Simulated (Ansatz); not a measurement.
# ZrCl+ (triplet): from Hartree-Fock to the top rungs, def2-QZVPP

One table from this session's results is given with a row withheld; the runs are named, their logs left out.

Program: Ansatz 0.2.0, Gaussian basis. Level of theory: def2-QZVPP, core rule «outside noble gas», up to 9 orbitals frozen. These are calculated values, not measurements.

Plan: UHF; ROHF; CCSD(T) on UHF.

### What is computed

The geometry is a PBE0/def2-TZVP stationary point (not a proven minimum) of the parent state, kept for this charge and spin. No spin-orbit coupling is included. Elements past krypton take def2 core potentials.

2 atoms, charge 1, spin multiplicity 3.

Atoms are counted from 1 here; the program's logs count them from 0.

Bond lengths: Zr1–Cl2 2.345 Å.

As a file:

```xyz
2
ClZr
Zr    0.0000    0.0000    0.0000
Cl    0.0000    0.0000    2.3446
```

The first run:

Input file in.yaml:

```yaml
crystal:
  periodic: [false, false, false]
  atoms:
    - {symbol: Zr, position_ang: [0.000000, 0.000000, 0.000000]}
    - {symbol: Cl, position_ang: [0.000000, 0.000000, 2.344575]}
basis:
  gaussian: {orbitals: "def2-QZVPP.json"}
total_charge: 1
magnetization: {spin_polarized: true, initial_magnetization: 2}
hamiltonian: {xc: hf}
output: {orbitals: {seedname: orbitals}}
```

Run with:

```console
$ ansatz run in.yaml --threads 1 --pin off --events-out ev --progress --plain --max-ram 4096MiB --backend cpu
```

Among the steps run: UHF; ROHF; CCSD(T) on UHF.

One of the session's tables, all rows but one given; the rest of the session is left out.

```
  method  from UCCSD(T) (kcal/mol)
    ROHF                   +178.03
     UHF                   +174.74
    UMP2                         ?
   UCCSD                     +9.03
UCCSD(T)                         0
```

Estimate the missing values for UMP2.

The run gave: from UCCSD(T) (kcal/mol): +19.37. In the column «from UCCSD(T) (kcal/mol)» it lies between UCCSD (+9.03) and UHF (+174.74).
